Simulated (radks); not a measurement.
# Ionisation of Se²⁶⁺: one atom, several choices of exchange strength α

Aim: the ionisation energy of Se²⁶⁺ ([He] 2s2 2p4) to Se²⁷⁺ ([He] 2s2 2p3) for each choice of exchange strength α, and which comes nearest the tabulated value.

Program: radks (a radial shooting solver on a logarithmic mesh, Libxc functionals) version 1. Level of theory: Dirac Kohn-Sham, spin-unpolarised, spherical densities, finite nucleus; open shells fill j = l - 1/2 first. These are calculated values, not measurements, unless marked.

**1. The system**

```
element       : selenium (Z = 34)
charge        : +26
electrons     : 8
configuration : [He] 2s2 2p4
ion           : Se²⁷⁺, [He] 2s2 2p3
choices       : α = 0.622; α = 0.667; α = 0.681; α = 0.824; α = 0.838; α = 0.866; α = 0.922; α = 1.012
```

**2. α = 0.622: Se²⁶⁺**

The run's settings:

```text
Z 34
configuration [He] 2s2 2p4
relativity Dirac
functional xalpha 0.622
spin unpolarised
j_filling energy
nucleus finite rms 4.14 fm
c 137.035999084
```

**3. α = 0.622: Se²⁷⁺**

Input: that of step 2 with these lines changed.

```diff
@@ -1,3 +1,3 @@
 Z 34
-configuration [He] 2s2 2p4
+configuration [He] 2s2 2p3
 relativity Dirac
```

**4. α = 0.667: Se²⁶⁺**

The run's settings:

```text
Z 34
configuration [He] 2s2 2p4
relativity Dirac
functional xalpha 0.667
spin unpolarised
j_filling energy
nucleus finite rms 4.14 fm
c 137.035999084
```

**5. α = 0.667: Se²⁷⁺**

Input: that of step 4 with these lines changed.

```diff
@@ -1,3 +1,3 @@
 Z 34
-configuration [He] 2s2 2p4
+configuration [He] 2s2 2p3
 relativity Dirac
```

**6. α = 0.681: Se²⁶⁺**

The run's settings:

```text
Z 34
configuration [He] 2s2 2p4
relativity Dirac
functional xalpha 0.681
spin unpolarised
j_filling energy
nucleus finite rms 4.14 fm
c 137.035999084
```

**7. α = 0.681: Se²⁷⁺**

Input: that of step 6 with these lines changed.

```diff
@@ -1,3 +1,3 @@
 Z 34
-configuration [He] 2s2 2p4
+configuration [He] 2s2 2p3
 relativity Dirac
```

**8. α = 0.824: Se²⁶⁺**

The run's settings:

```text
Z 34
configuration [He] 2s2 2p4
relativity Dirac
functional xalpha 0.824
spin unpolarised
j_filling energy
nucleus finite rms 4.14 fm
c 137.035999084
```

**9. α = 0.824: Se²⁷⁺**

Input: that of step 8 with these lines changed.

```diff
@@ -1,3 +1,3 @@
 Z 34
-configuration [He] 2s2 2p4
+configuration [He] 2s2 2p3
 relativity Dirac
```

**10. α = 0.838: Se²⁶⁺**

The run's settings:

```text
Z 34
configuration [He] 2s2 2p4
relativity Dirac
functional xalpha 0.838
spin unpolarised
j_filling energy
nucleus finite rms 4.14 fm
c 137.035999084
```

**11. α = 0.838: Se²⁷⁺**

Input: that of step 10 with these lines changed.

```diff
@@ -1,3 +1,3 @@
 Z 34
-configuration [He] 2s2 2p4
+configuration [He] 2s2 2p3
 relativity Dirac
```

**12. α = 0.866: Se²⁶⁺**

The run's settings:

```text
Z 34
configuration [He] 2s2 2p4
relativity Dirac
functional xalpha 0.866
spin unpolarised
j_filling energy
nucleus finite rms 4.14 fm
c 137.035999084
```

**13. α = 0.866: Se²⁷⁺**

Input: that of step 12 with these lines changed.

```diff
@@ -1,3 +1,3 @@
 Z 34
-configuration [He] 2s2 2p4
+configuration [He] 2s2 2p3
 relativity Dirac
```

**14. α = 0.922: Se²⁶⁺**

The run's settings:

```text
Z 34
configuration [He] 2s2 2p4
relativity Dirac
functional xalpha 0.922
spin unpolarised
j_filling energy
nucleus finite rms 4.14 fm
c 137.035999084
```

**15. α = 0.922: Se²⁷⁺**

Input: that of step 14 with these lines changed.

```diff
@@ -1,3 +1,3 @@
 Z 34
-configuration [He] 2s2 2p4
+configuration [He] 2s2 2p3
 relativity Dirac
```

**16. α = 1.012: Se²⁶⁺**

The run's settings:

```text
Z 34
configuration [He] 2s2 2p4
relativity Dirac
functional xalpha 1.012
spin unpolarised
j_filling energy
nucleus finite rms 4.14 fm
c 137.035999084
```

**17. α = 1.012: Se²⁷⁺**

Input: that of step 16 with these lines changed.

```diff
@@ -1,3 +1,3 @@
 Z 34
-configuration [He] 2s2 2p4
+configuration [He] 2s2 2p3
 relativity Dirac
```

**Question.** What will these runs give? Wanted: for each run, exchange strength α; E(Se²⁶⁺); Δ-SCF; −ε(HOMO); <r> HOMO; error.

The runs gave:

| exchange strength α | E(Se²⁶⁺) (hartree) | Δ-SCF (eV) | −ε(HOMO) (eV) | <r> HOMO (bohr) | error (eV) |
| --- | --- | --- | --- | --- | --- |
| α = 0.622 | -1857.89702 | 2806.0 | 2735.8 | 0.1640 | -13.98 |
| α = 0.667 | -1860.69196 | 2814.2 | 2744.1 | 0.1638 | -5.77 |
| α = 0.681 | -1861.56205 | 2816.8 | 2746.7 | 0.1637 | -3.21 |
| α = 0.824 | -1870.46456 | 2843.0 | 2773.2 | 0.1630 | +22.97 |
| α = 0.838 | -1871.33762 | 2845.5 | 2775.8 | 0.1630 | +25.54 |
| α = 0.866 | -1873.08452 | 2850.7 | 2781.0 | 0.1628 | +30.69 |
| α = 0.922 | -1876.58149 | 2861.0 | 2791.5 | 0.1625 | +40.99 |
| α = 1.012 | -1882.21048 | 2877.6 | 2808.3 | 0.1621 | +57.60 |

**Reading.** The NIST Atomic Spectra Database lists 2820 +/- 6 eV (semi-empirical). Nearest is α = 0.681 (-3.21 eV off), farthest α = 1.012 (+57.60 eV). The ionisation energies span 71.57 eV, the total energies of Se²⁶⁺ 662 eV: most of the change in the total cancels in the difference. α = 2/3 is LDA exchange; there is no correlation term. The tabulated value is met near α = 0.70. Spin polarisation and multiplet splitting are left out, so open shells lie too high by an amount that depends on their filling.
